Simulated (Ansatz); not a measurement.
# HfH (doublet): wave-function methods side by side at distance Hf1–H2 = 2.043 Å, def2-TZVP

How much of the correlation energy of HfH (doublet) does each wave-function method recover here?

Computed with Ansatz 0.2.0, Gaussian basis. Level: def2-TZVP, core rule «outside noble gas», up to 4 orbitals frozen.

The runs, in order: UHF; CCSD(T) on ROHF; CCSD(T) on UHF; CISD; CCSDT(Q) on ROHF; CCSDT(Q) on UHF; CASSCF and MRCISD+Q, 3 electrons in 3 orbitals; CASSCF and NEVPT2, 3 electrons in 3 orbitals; Full CI.

35 further runs of the same task are left out: 23 for a known fault of the program, 12 that didn't finish.

## Step 1: The geometry

The geometry derives from a PBE0/def2-TZVP stationary point (not a proven minimum). One bond is set to the value named and the two fragments are kept rigid. No spin-orbit coupling is included. Elements past krypton take def2 core potentials.

2 atoms, charge 0, spin multiplicity 2.

Atoms are counted from 1 here; the program's logs count them from 0.

Bond lengths: Hf1–H2 2.043 Å.

## Step 2: UHF

File in.yaml:

```yaml
crystal:
  periodic: [false, false, false]
  atoms:
    - {symbol: Hf, position_ang: [0.000000, 0.000000, 0.000000]}
    - {symbol: H, position_ang: [0.000000, 0.000000, 2.043000]}
basis:
  gaussian: {orbitals: def2-TZVP}
magnetization: {spin_polarized: true, initial_magnetization: 1}
hamiltonian: {xc: hf}
output: {orbitals: {seedname: orbitals}}
```

Command:

```bash
$ ansatz run in.yaml --threads 1 --pin off --events-out ev --progress --plain --max-ram 2393MiB
```

The runs that follow: CCSD(T) on ROHF; CCSD(T) on UHF; CISD; CCSDT(Q) on ROHF; CCSDT(Q) on UHF; CASSCF and MRCISD+Q, 3 electrons in 3 orbitals; CASSCF and NEVPT2, 3 electrons in 3 orbitals; Full CI.

Before running them: what should the planned runs give, taken together? Wanted: FCI from the RHF energy; RMP2 from FCI; UMP2 from FCI; RCCSD from FCI; RCCSD(T) from FCI; UCCSD(T) from FCI; RCCSDT(Q) from FCI; UCCSDT(Q) from FCI; NEVPT2 pair from FCI.

The runs gave:

```
                         quantity                                           value
          FCI from the ROHF energy                                      -2.5232 eV
                    RMP2 from FCI                                      +781.8 meV
                    UMP2 from FCI                                      +824.3 meV
                   RCCSD from FCI                                      +134.9 meV
                RCCSD(T) from FCI                                       +47.2 meV
                UCCSD(T) from FCI                                       +16.8 meV
               RCCSDT(Q) from FCI                                        +0.9 meV
               UCCSDT(Q) from FCI                                       -23.0 meV
             NEVPT2 pair from FCI                                      +766.8 meV
           MRCISD+Q pair from FCI                                       +59.4 meV
levels within 1 kcal/mol (43 meV)  UCCSD(T), RCCSDT, UCCSDT, RCCSDT(Q), UCCSDT(Q)
                    T1 diagnostic                                           0.042
   effectively unpaired electrons                                            1.25
```

What this shows: RCCSD(T) lands +47.2 meV from the yardstick (1.9 % of the correlation energy). CCSD(T) misses by +47.2 meV on the restricted determinant and by +16.8 meV on the unrestricted one; the two need not hold the same state or core. UCCSDT, UCCSDT(Q) fall below full CI: unrestricted runs freeze a spin-polarised core, another one than full CI's, and coupled cluster isn't variational. The occupations show some static correlation. Of the multireference levels listed MRCISD+Q pair comes nearest in total energy (+59.4 meV), which doesn't show that its space is the better one. Coupled cluster took another determinant than the lowest Hartree-Fock one. These misses are within one basis, not against nature; the frozen cores of restricted and unrestricted runs differ, which can shift their rows.

Levels on UHF freeze UHF's core orbitals, full CI those of ROHF, so the U rows can settle a little off it for that reason alone.

With open shells the CI space here admits some triples and quadruples, so it is larger than plain CISD.
